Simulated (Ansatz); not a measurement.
# Alloy of ZnGa2O4 and ZnAl2O4 (4 of 16 Ga sites exchanged), 56 atoms, part 2 of 2

Ansatz 0.2.0, PAW. The steps go on from the part before.

## (3) HSE06 on the final geometry

in.yaml reads:

```yaml
crystal:
  lattice:
    - [8.278062, 0.000000, 0.000000]
    - [0.000000, 8.278062, 0.000000]
    - [0.000000, 0.000000, 8.278062]
  atoms:
    - { symbol: Zn, position: [0.874915, 0.374631, 0.374806] }
    - { symbol: Zn, position: [0.374888, 0.874623, 0.375141] }
    - { symbol: Zn, position: [0.375062, 0.374742, 0.874807] }
    - { symbol: Zn, position: [0.129018, 0.121285, 0.121296] }
    - { symbol: Zn, position: [0.875070, 0.874567, 0.875013] }
    - { symbol: Zn, position: [0.621445, 0.628745, 0.121506] }
    - { symbol: Zn, position: [0.621487, 0.121090, 0.628947] }
    - { symbol: Zn, position: [0.129167, 0.628777, 0.629192] }
    - { symbol: Al, position: [0.497816, 0.997497, 0.997858] }
    - { symbol: Al, position: [0.252342, 0.751986, 0.997907] }
    - { symbol: Al, position: [0.252279, 0.997750, 0.752322] }
    - { symbol: Al, position: [0.497958, 0.752081, 0.752209] }
    - { symbol: O, position: [0.508068, 0.007623, 0.230534] }
    - { symbol: O, position: [0.737856, 0.237624, 0.237916] }
    - { symbol: O, position: [0.507942, 0.230262, 0.008094] }
    - { symbol: O, position: [0.730526, 0.007790, 0.007932] }
    - { symbol: O, position: [0.012174, 0.511863, 0.237987] }
    - { symbol: O, position: [0.242025, 0.741637, 0.230560] }
    - { symbol: O, position: [0.019669, 0.741778, 0.008215] }
    - { symbol: O, position: [0.242202, 0.519260, 0.008262] }
    - { symbol: O, position: [0.019544, 0.008038, 0.742149] }
    - { symbol: O, position: [0.241823, 0.230418, 0.741978] }
    - { symbol: O, position: [0.012082, 0.237877, 0.512156] }
    - { symbol: O, position: [0.242062, 0.008148, 0.519545] }
    - { symbol: O, position: [0.260750, 0.260585, 0.260902] }
    - { symbol: O, position: [0.489521, 0.489035, 0.260881] }
    - { symbol: O, position: [0.489359, 0.260544, 0.489420] }
    - { symbol: O, position: [0.260857, 0.489272, 0.489347] }
    - { symbol: O, position: [0.508231, 0.519350, 0.741943] }
    - { symbol: O, position: [0.730635, 0.741705, 0.741879] }
    - { symbol: O, position: [0.508407, 0.741946, 0.519485] }
    - { symbol: O, position: [0.738195, 0.511974, 0.512066] }
    - { symbol: O, position: [0.760999, 0.760543, 0.260778] }
    - { symbol: O, position: [0.989458, 0.989135, 0.260726] }
    - { symbol: O, position: [0.989553, 0.760564, 0.489423] }
    - { symbol: O, position: [0.760965, 0.989177, 0.489283] }
    - { symbol: O, position: [0.760737, 0.260731, 0.760780] }
    - { symbol: O, position: [0.989456, 0.489145, 0.760819] }
    - { symbol: O, position: [0.989183, 0.260579, 0.989427] }
    - { symbol: O, position: [0.760758, 0.489180, 0.989362] }
    - { symbol: O, position: [0.265903, 0.765657, 0.765810] }
    - { symbol: O, position: [0.484472, 0.984298, 0.765482] }
    - { symbol: O, position: [0.484510, 0.765226, 0.984393] }
    - { symbol: O, position: [0.265569, 0.984170, 0.984499] }
    - { symbol: Ga, position: [0.748144, 0.248317, 0.998862] }
    - { symbol: Ga, position: [0.748584, 0.998541, 0.248189] }
    - { symbol: Ga, position: [0.001773, 0.501435, 0.998891] }
    - { symbol: Ga, position: [0.001854, 0.998677, 0.501641] }
    - { symbol: Ga, position: [0.499110, 0.501493, 0.501608] }
    - { symbol: Ga, position: [0.251180, 0.248502, 0.501955] }
    - { symbol: Ga, position: [0.251445, 0.501412, 0.248421] }
    - { symbol: Ga, position: [0.498684, 0.247817, 0.248597] }
    - { symbol: Ga, position: [0.748582, 0.751149, 0.501614] }
    - { symbol: Ga, position: [0.748529, 0.501635, 0.751310] }
    - { symbol: Ga, position: [0.001916, 0.750962, 0.248545] }
    - { symbol: Ga, position: [0.001468, 0.248109, 0.751316] }
  symmetry: { detect: false }
kpoints:
  mp_grid: { grid: [1, 1, 1], shift: [0.25, 0.25, 0.25] }
hamiltonian:
  xc: hse06
scf:
  occupations: { method: fermi_dirac, width: 0.01 }
output:
  forces: true
  eigenvalues: true
  populations: true
  eigenstates: { kpoints: [[0.25, 0.25, 0.25]], e_range: [-6.0, 6.0], localisation: true }
```

On the command line:

```
ansatz run in.yaml --threads 2 --pin off --max-ram 30400MiB --runs-dir r --events-out ev --progress --plain --backend cuda --devices 0, --max-vram 18GiB
```

The program printed:

```text
Pseudopotentials: kind: paw
Functional definition: HSE06
  parameter a = 0.25
  parameter omega = 0.11/bohr
  exchange = pbe_x - a*pbe_x_sr(omega) + a*exact_x_sr(omega)
  correlation = pbe_c
Crystal: 56 atoms, lattice volume = 567.265 Å³
Basis set: ecut = 420 eV, 11067 PW (Γ), exchange–correlation on 120×120×120 points (8 copies of the dense FFT grid, shifted against one another)
Bands: 284, of which v1, the nominal top of the filled ones, is band 228 counted from 1 (227 counted from 0)
Symmetry: 1 space group operations
k-points: 1
Non-local potential: Zn, projectors of the file, l = 0: 2, l = 1: 2, l = 2: 3, l = 3: 1
Non-local potential: Al, projectors of the file, l = 0: 2, l = 1: 2, l = 2: 1
Non-local potential: O, projectors of the file, l = 0: 2, l = 1: 2, l = 2: 1
Non-local potential: Ga, projectors of the file, l = 0: 2, l = 1: 2, l = 2: 3, l = 3: 1
PAW form: soft (Blöchl's): semilocal exchange-correlation on the pseudo side does not see the compensation charge
PAW frozen core: Zn, regenerated for the run's functional, and the local potential with it (the file was generated under x = pbe(κ = 0.804, μ = 0.2195149727645171), c = pbe(β = 0.06672455060314922))
PAW frozen core: Al, regenerated for the run's functional, and the local potential with it (the file was generated under x = pbe(κ = 0.804, μ = 0.2195149727645171), c = pbe(β = 0.06672455060314922))
PAW frozen core: O, regenerated for the run's functional, and the local potential with it (the file was generated under x = pbe(κ = 0.804, μ = 0.2195149727645171), c = pbe(β = 0.06672455060314922))
PAW frozen core: Ga, regenerated for the run's functional, and the local potential with it (the file was generated under x = pbe(κ = 0.804, μ = 0.2195149727645171), c = pbe(β = 0.06672455060314922))
PAW one-centre angular grid: Zn, 590 points (default); XC on 64 Gauss nodes
PAW one-centre angular grid: Al, 110 points (default); XC on 64 Gauss nodes
PAW one-centre angular grid: O, 110 points (default); XC on 96 Gauss nodes
PAW one-centre angular grid: Ga, 590 points (default); XC on 64 Gauss nodes
Initial density: superposition of atomic densities (neutral atoms: chi_scale 0, normalization atom), corrected by the library's trained network
Initial wavefunctions: pseudopotential atomic-orbital guess
Functional: x = pbe(κ = 0.804, μ = 0.2195149727645171), c = pbe(β = 0.06672455060314922), warm-up for x = pbe(κ = 0.804, μ = 0.2195149727645171) + 0.25 (exact − pbe) at short range (hse, ω = 0.20786987370883472 Å⁻¹), c = pbe(β = 0.06672455060314922); HSE06 as pw.x's `hse` composes it (authors' and Libxc's form: `xc: wpbeh`)
SCF iter   1: F=—  HF=-92286.933028 eV  |F-HF|=—  |Δ(HF+E_count)|=         —  Δρ=1.96e-3  dr2=1.18e-2  ethr=1.77e-3  ⟨swp⟩=20.0  Hψ=1529  notcnv=1
preconditioner: auto → none  [insulator: Δε(μ)=4.029 eV  Ē_g=16.589 eV  σ=0.010 eV  W_gap=1.00  n_scr=178 (ndim 8)  ℏωp=33.3 eV  f_vac=0.013  D(μ)=0.00/eV (n_scr^D=0)]
SCF iter   2: F=—  HF=-92286.946723 eV  |F-HF|=—  |Δ(HF+E_count)|=   1.37e-2  Δρ=1.03e-3  dr2=3.00e-3  ethr=2.60e-6  ⟨swp⟩=7.0  Hψ=1160  notcnv=0  defer=17
SCF iter   3: F=-92286.947660 eV  HF=-92286.946908 eV  |F-HF|=7.52e-4  |Δ(HF+E_count)|=   1.85e-4  Δρ=4.78e-4  dr2=3.56e-4  ethr=6.59e-7  ⟨swp⟩=7.0  Hψ=803  notcnv=0  defer=7
SCF 1 stopped early in 3 iterations: F = -92286.947660 eV  dr2 = 3.56e-4
Initial density: handed on by an earlier stage of this run
Initial wavefunctions: those handed on with the density
Functional: x = pbe(κ = 0.804, μ = 0.2195149727645171) + 0.25 (exact − pbe) at short range (hse, ω = 0.20786987370883472 Å⁻¹), c = pbe(β = 0.06672455060314922); HSE06 as pw.x's `hse` composes it (authors' and Libxc's form: `xc: wpbeh`)
Exchange kernel: α = 0.2500, screened, ω = 0.2079 Å⁻¹, Wigner–Seitz truncation, v(0) = 800.0600 eV·Å³, q-mesh 1×1×1, nearest image of the exchange supercell L = 8.28 Å, pair-density grid 40×40×40, without the augmentation charges, whose exchange is taken in its separable form (sized by the pseudopotential files, 60×60×60 at the most)
Frozen-core exchange: fock
SCF iter   1: F=—  HF=-92292.034256 eV  |F-HF|=—  |Δ(HF+E_count)|=         —  Δρ=2.00e-2  dr2=1.07e0  ethr=7.82e-7  ⟨swp⟩=18.0  Hψ=1562  notcnv=0
preconditioner: auto → none  [insulator: Δε(μ)=5.815 eV  Ē_g=19.671 eV  σ=0.010 eV  W_gap=1.00  n_scr=178 (ndim 8)  ℏωp=33.3 eV  f_vac=0.013  D(μ)=0.00/eV (n_scr^D=0)]
SCF iter   2: F=—  HF=-92291.652191 eV  |F-HF|=—  |Δ(HF+E_count)|=   3.82e-1  Δρ=5.10e-3  dr2=8.97e-2  ethr=7.82e-7  ⟨swp⟩=6.0  Hψ=1258  notcnv=0
SCF iter   3: F=—  HF=-92291.866073 eV  |F-HF|=—  |Δ(HF+E_count)|=   2.14e-1  Δρ=5.17e-3  dr2=6.50e-2  ethr=7.82e-7  ⟨swp⟩=7.0  Hψ=1189  notcnv=0
SCF iter   4: F=—  HF=-92291.853369 eV  |F-HF|=—  |Δ(HF+E_count)|=   1.27e-2  Δρ=1.77e-3  dr2=6.79e-3  ethr=7.82e-7  ⟨swp⟩=4.0  Hψ=938  notcnv=0
SCF iter   5: F=—  HF=-92291.860618 eV  |F-HF|=—  |Δ(HF+E_count)|=   7.25e-3  Δρ=7.92e-4  dr2=2.32e-3  ethr=7.82e-7  ⟨swp⟩=6.0  Hψ=821  notcnv=0  defer=7
SCF iter   6: F=—  HF=-92291.859893 eV  |F-HF|=—  |Δ(HF+E_count)|=   7.25e-4  Δρ=2.82e-4  dr2=4.95e-4  ethr=4.91e-7  ⟨swp⟩=4.0  Hψ=810  notcnv=0
iter 7 solved again at ethr=1.36e-9 eV; its pass at ethr=8.98e-8 eV (dr2=6.20e-6 eV) is discarded
SCF iter   7: F=-92291.859739 eV  HF=-92291.859743 eV  |F-HF|=3.75e-6  |Δ(HF+E_count)|=   1.49e-4  Δρ=3.58e-5  dr2=1.51e-5  ethr=1.36e-9  ⟨swp⟩=4.0  Hψ=1299  notcnv=0
eigensolver tolerance schedule: the retry pair's looser diagonalisation over-reported the residual by 0.21 of it (diagonalisation noise at 0.21 of the residual, at the tolerance the schedule requests for it); recorded, not acted on — ethr = c·dr2/N_el stays at c = 1.0e-1
SCF 2 stopped early in 7 iterations: F = -92291.859739 eV  dr2 = 1.51e-5
  Residual-converged pass: ⟨swp⟩=3.0  Hψ=738  notcnv=0  max |occ|·‖R‖ = 3.3e-6 eV (tolerance 6.7e-6 eV)  dr2=1.49e-5  dr2_onsite=6.93e-7  max |Δocc| = 0.0e0
hybrid outer 1: dexx = +2.639e-1 eV, tail = 6.23e-4 eV
SCF iter   1: F=—  HF=-92291.850572 eV  |F-HF|=—  |Δ(HF+E_count)|=         —  Δρ=5.78e-5  dr2=1.28e-5  ethr=6.83e-7  ⟨swp⟩=16.0  Hψ=762  notcnv=0
preconditioner: auto → none  [insulator: Δε(μ)=5.815 eV  Ē_g=19.544 eV  σ=0.010 eV  W_gap=1.00  n_scr=178 (ndim 8)  ℏωp=33.3 eV  f_vac=0.021  D(μ)=0.00/eV (n_scr^D=0)]
SCF iter   2: F=—  HF=-92291.850596 eV  |F-HF|=—  |Δ(HF+E_count)|=   2.41e-5  Δρ=2.47e-5  dr2=1.95e-6  ethr=2.37e-9  ⟨swp⟩=7.0  Hψ=1026  notcnv=0  defer=4
SCF iter   3: F=—  HF=-92291.850596 eV  |F-HF|=—  |Δ(HF+E_count)|=   1.78e-7  Δρ=9.71e-6  dr2=1.72e-7  ethr=3.16e-10  ⟨swp⟩=5.0  Hψ=636  notcnv=0  defer=5
SCF iter   4: F=-92291.850597 eV  HF=-92291.850597 eV  |F-HF|=8.71e-8  |Δ(HF+E_count)|=   6.81e-7  Δρ=4.39e-6  dr2=8.37e-8  ethr=2.88e-11  ⟨swp⟩=7.0  Hψ=1009  notcnv=0  defer=9
SCF 3 converged in 4 iterations: F = -92291.850597 eV  dr2 = 8.37e-8
  Residual-converged pass: ⟨swp⟩=2.0  Hψ=511  notcnv=0  max |occ|·‖R‖ = 1.5e-6 eV (tolerance 2.4e-6 eV)  dr2=8.38e-8  dr2_onsite=2.48e-8  max |Δocc| = 0.0e0
[... from here the SCF cycle lines were not kept, up to the last twenty ...]
hybrid outer 2: dexx = +1.150e-5 eV, tail = 3.98e-7 eV, Δε = 2.81e-3 eV (about 8.59e-5 eV left of the loop's levels), ΔF = 3.55e-3 eV/Å (tail 6.52e-4)
NSCF: frozen V_eff on 1 k-points
hybrid SCF converged: 2 outer / 11 inner (+3 warm-up), last move |dexx| = 1.15e-5 eV, tail = 3.98e-7 eV
Stability not checked: this state was not tested for a lower state beside it, because the functional holds exact exchange (a hybrid, or Hartree-Fock), whose exchange loop this test does not read (fock_operator; see scf.lower_state_search)
Free energy (F): -92291.850594 eV
Harris-Foulkes:  -92291.850594 eV  (|F-HF|=8.71e-8)
Internal energy: -92291.850594 eV  (E = F + TS)
E sigma→0 (E₀):  -92291.850594 eV
Fermi energy:    9.693525 eV
--- Per-component energies (eV) ---
  E_band       = -718.050995
  E_kinetic    = 8224.822022
  E_local      = -46993.429567  (includes V_loc(G=0)·N_el)
  E_nonlocal   = 11752.473306
  E_hartree    = 20637.580105
  E_xc         = -3547.339101
  E_vxc        = -3372.269790  (∫ρ·V_xc dr)
  E_exx        = -1563.238949  (= α·E_x^exact, valence–valence)
  E_paw        = -44968.223183  (= ΣΔE_a)
  E_vpaw       = -8478.386963  (= ΣTr[D̂ρ^β])
  E_aug_tail   = 0.075220  (compensation charges beyond the density's cutoff)
  E_ewald      = -35840.010230
  E_core_change = 5.439779  (= ΣΔE_core)
  E_smearing   = -0.000000  (= −TS)
  E_closure    = 0.000004  (closes the sum)
  Σ components = -92291.850594   (vs F -92291.850594, Δ=0.00e0)
--- Forces (eV/Å), atoms counted from 1 ---
  atom   1  Zn     0.00137525     0.00414081     0.00349472
  atom   2  Zn    -0.00024019     0.00670687    -0.00523850
  atom   3  Zn    -0.00442353     0.00381009     0.00577868
  atom   4  Zn     0.00511992    -0.01509872    -0.00716886
  atom   5  Zn    -0.00031076     0.00608574    -0.00352813
  atom   6  Zn    -0.01313963     0.00811436    -0.01391856
  atom   7  Zn    -0.00991689    -0.00671586     0.00600579
  atom   8  Zn     0.00472110     0.01076913     0.00260463
  atom   9  Al    -0.02773909    -0.02821799    -0.03757178
  atom  10  Al     0.03300804     0.03229226    -0.03340966
  atom  11  Al     0.03239655    -0.03305117     0.02805491
  atom  12  Al    -0.03134765     0.03227066     0.03191719
  atom  13  O      0.15757874     0.15901149    -0.11128925
  atom  14  O     -0.16351944    -0.16342240    -0.16193963
  atom  15  O      0.15735708    -0.11573649     0.15886968
  atom  16  O     -0.11408649     0.15877057     0.16047283
  atom  17  O      0.16702715     0.16133733    -0.16314470
  atom  18  O     -0.15152946    -0.15273215    -0.10351767
  atom  19  O      0.10909820    -0.15796924     0.15566886
  atom  20  O     -0.15929559     0.10977059     0.14870359
  atom  21  O      0.11038653     0.14930641    -0.16187645
  atom  22  O     -0.15173309    -0.10888890    -0.14945217
  atom  23  O      0.16304098    -0.16919115     0.16436090
  atom  24  O     -0.15458364     0.14827397     0.11455013
  atom  25  O      0.16424432     0.14834818     0.14975812
  atom  26  O     -0.16756472    -0.15301263     0.14572166
  atom  27  O     -0.16350666     0.15057335    -0.14942707
  atom  28  O      0.16569056    -0.14970981    -0.14379526
  atom  29  O      0.15852077     0.11211179    -0.15583761
  atom  30  O     -0.10641100    -0.14945870    -0.15179521
  atom  31  O      0.14915049    -0.16376379     0.11460550
  atom  32  O     -0.16903514     0.16235513     0.16668902
  atom  33  O      0.14694112     0.16289872     0.14742971
  atom  34  O     -0.14854110    -0.16530464     0.15054419
  atom  35  O     -0.14842746     0.16298555    -0.14896881
  atom  36  O      0.14763925    -0.16236132    -0.15125608
  atom  37  O      0.14522610     0.14251557     0.16265159
  atom  38  O     -0.15145528    -0.14794235     0.16425323
  atom  39  O     -0.14651382     0.15001784    -0.16548509
  atom  40  O      0.15260684    -0.14975084    -0.16211781
  atom  41  O      0.10978427     0.10964140     0.11078728
  atom  42  O     -0.11783453    -0.12203533     0.12851863
  atom  43  O     -0.11378546     0.12464444    -0.11227421
  atom  44  O      0.12130671    -0.11072367    -0.11816810
  atom  45  Ga    -0.00529524    -0.02170219    -0.00162239
  atom  46  Ga    -0.01838469     0.00305155    -0.00656243
  atom  47  Ga     0.01624089     0.01465712     0.00412300
  atom  48  Ga     0.01226717     0.00604754     0.01812177
  atom  49  Ga    -0.00247466     0.01522271     0.01901494
  atom  50  Ga     0.00429376    -0.02444949     0.00165086
  atom  51  Ga    -0.00685486     0.01628943    -0.01523903
  atom  52  Ga     0.00922595     0.00002514    -0.02141329
  atom  53  Ga    -0.01303907    -0.00682949     0.02084930
  atom  54  Ga    -0.01516460     0.00940434    -0.01035517
  atom  55  Ga     0.00940811     0.00243454    -0.01999995
  atom  56  Ga     0.02250758    -0.00578454     0.00124461
  max |Σ_I F_I| component: 7.24e-5 eV/Å
--- Band table (eV) ---
  k-point 0: bands = ["-13.3474", "-12.9851", "-12.9804", "-12.9803", "-12.4972", "-12.4752", "-12.4748", "-12.1554", "-11.9810", "-11.9258", "-11.9253", "-11.8984", "-11.8842", "-11.8837", "-11.8005", "-11.8001", "-11.7896", "-11.7886", "-11.7221", "-11.6899", "-11.6892", "-11.6561", "-11.6554", "-11.6009", "-11.5356", "-11.5354", "-11.4955", "-11.4683", "-11.4677", "-11.2084", "-11.2067", "-11.2063", "-7.6811", "-7.6808", "-7.6456", "-7.6365", "-7.6205", "-7.6202", "-7.6062", "-7.5916", "-7.5683", "-7.5681", "-7.5487", "-7.5484", "-7.5150", "-7.5148", "-7.5145", "-7.5029", "-7.4915", "-7.4769", "-7.4768", "-7.4696", "-7.4636", "-7.4634", "-7.4507", "-7.4506", "-7.4461", "-7.4417", "-7.4349", "-7.4347", "-7.4251", "-7.4249", "-7.4153", "-7.4100", "-7.4098", "-7.3883", "-7.3800", "-7.3798", "-7.3610", "-7.3524", "-7.3520", "-7.3518", "-7.3468", "-7.3466", "-7.3343", "-7.3341", "-7.3295", "-7.2999", "-7.2998", "-7.2631", "-7.2344", "-7.2342", "-7.1730", "-7.0640", "-7.0638", "-6.9671", "-6.8713", "-6.8708", "-6.8594", "-6.7722", "-6.7719", "-6.6556", "0.3331", "0.3785", "0.3791", "0.4088", "0.4093", "0.4291", "0.4507", "0.4511", "0.4921", "0.5473", "0.5664", "0.6369", "0.6375", "0.6881", "0.7966", "0.7974", "0.9475", "1.0280", "1.0284", "1.0587", "1.0591", "1.0639", "1.2542", "1.2545", "1.3005", "1.3306", "1.3309", "1.3489", "1.4543", "1.4547", "1.4654", "1.4655", "1.4698", "1.5280", "1.5281", "1.5528", "1.5529", "1.5576", "1.6253", "1.6256", "1.6464", "1.7236", "1.7501", "1.7502", "1.7655", "1.7657", "1.8724", "1.9614", "2.0990", "2.1396", "2.1400", "2.1818", "2.2124", "2.2134", "2.2630", "2.2978", "2.2988", "2.7026", "2.7029", "2.7286", "2.7761", "2.7764", "2.8445", "2.8453", "2.8872", "3.0404", "3.0409", "3.1170", "3.4088", "3.4486", "3.4488", "3.6616", "3.6621", "3.7383", "3.7420", "3.7565", "3.7566", "3.9288", "4.0740", "4.0747", "4.1760", "4.1769", "4.2136", "4.2510", "4.2514", "4.2997", "4.5299", "4.5623", "4.5627", "4.6547", "4.6555", "4.8541", "5.0310", "5.0313", "5.0502", "5.1904", "5.1907", "5.2536", "5.2944", "5.3178", "5.3256", "5.3260", "5.4034", "5.4038", "5.5108", "5.6156", "5.6161", "5.6877", "5.8011", "5.8015", "5.8674", "5.8679", "5.8715", "5.9305", "6.0119", "6.0257", "6.0259", "6.1100", "6.1100", "6.1630", "6.1660", "6.1665", "6.2617", "6.2618", "6.2840", "6.3895", "6.4034", "6.4035", "6.4489", "6.5227", "6.5229", "6.6327", "6.6336", "6.7281", "6.7285", "6.7862", "12.6008", "14.3428", "14.3429", "14.5759", "15.3540", "15.4227", "15.4230", "15.5135", "15.6258", "15.6263", "15.8408", "15.8631", "15.8633", "16.2936", "16.5556", "16.6195", "16.6199", "16.7845", "16.7855", "16.7910", "17.0970", "17.0971", "17.2968", "17.4809", "17.5938", "17.5945", "17.8561", "17.9351", "17.9363", "18.4228", "18.4606", "18.4618", "18.7483", "18.7498", "18.8410", "19.2688", "19.5882", "19.5885", "19.6565", "19.7256", "19.7400", "19.7411", "19.9539", "19.9550", "19.9604", "20.3325", "20.3346", "20.3726", "20.4014", "20.5035", "20.5050", "20.7507", "20.7519", "20.8739", "20.8751", "20.9579"]
--- Löwdin populations: 56 sites ---
  site symbol       q [e]
     0     Zn     10.4507
     1     Zn     10.4539
     2     Zn     10.4540
     3     Zn     10.4525
     4     Zn     10.4539
     5     Zn     10.4525
     6     Zn     10.4526
     7     Zn     10.4527
     8     Al      1.7433
     9     Al      1.7405
    10     Al      1.7406
    11     Al      1.7406
    12      O      6.8691
    13      O      6.8309
    14      O      6.8691
    15      O      6.8692
    16      O      6.8304
    17      O      6.8694
    18      O      6.8691
    19      O      6.8690
    20      O      6.8690
    21      O      6.8695
    22      O      6.8304
    23      O      6.8689
    24      O      6.8352
    25      O      6.8349
    26      O      6.8348
    27      O      6.8347
    28      O      6.8690
    29      O      6.8694
    30      O      6.8692
    31      O      6.8304
    32      O      6.8352
    33      O      6.8348
    34      O      6.8347
    35      O      6.8349
    36      O      6.8351
    37      O      6.8348
    38      O      6.8349
    39      O      6.8349
    40      O      6.9323
    41      O      6.9319
    42      O      6.9318
    43      O      6.9318
    44     Ga     11.9590
    45     Ga     11.9590
    46     Ga     11.9621
    47     Ga     11.9621
    48     Ga     11.9621
    49     Ga     11.9586
    50     Ga     11.9587
    51     Ga     11.9590
    52     Ga     11.9586
    53     Ga     11.9587
    54     Ga     11.9587
    55     Ga     11.9587
  spilling = 0.005259 (of n_electrons = 456.000000)
```

Wall time 41 s (1 × NVIDIA H100 80GB HBM3 with 2 threads of AMD EPYC 7R13, shared host); peak host memory 2.1 GiB.

Spacing of the frontier levels at the single k point (¼, ¼, ¼): 5.81 eV (6.786 to 12.601 eV).

Frontier states and how far they spread:

```csv
level (eV),spin,filling,atoms sharing it,main element,its share,largest atom
-0.26,both,2.00,29.1,O,0.84,–
-0.26,both,2.00,29.2,O,0.84,–
-0.15,both,2.00,28.9,O,0.85,–
-0.15,both,2.00,28.9,O,0.85,–
-0.06,both,2.00,31.4,O,0.87,–
-0.06,both,2.00,31.4,O,0.87,–
0.00,both,2.00,30.0,O,0.86,–
5.81,both,0.00,52.0,O,0.58,–
```

On these atoms HSE06 leaves forces up to 0.29 eV/Å (on O32), as they were relaxed at another level of theory (and may have been on other k points).

## (4) Outcome

The summary covers parts 1 to 2. Changes of volume or cell count from the first structure of part 1.

```
             level        time  top filled to lowest empty (eV)
PBEsol, relaxation  26 s (GPU)                             3.94
             HSE06  41 s (GPU)                             5.81
```

| quantity | value |
| --- | --- |
| relaxation | 5 recorded steps, 0.98 eV gained |
| largest shift | 0.11 Å (O29 and others alike) |
| relaxed cell | a = 8.278 Å, b = 8.278 Å, c = 8.278 Å, α = 90.00°, β = 90.00°, γ = 90.00° |
| mean bonds | Al–O 1.929, Ga–O 1.991, O–Zn 1.964 Å |

**In words.** The relaxation lowers the energy by 0.98 eV; the largest shift is 0.11 Å (O29 and others alike), while the volume changes by +0.0 %. The mean lengths of the listed bonds run from Al–O 1.93 Å to Ga–O 1.99 Å. At the same k points, PBEsol gives a spacing 1.87 eV smaller than the 5.81 eV of HSE06. With one k point the spacing samples only the states that fold onto it, so it can exceed the gap over the zone.
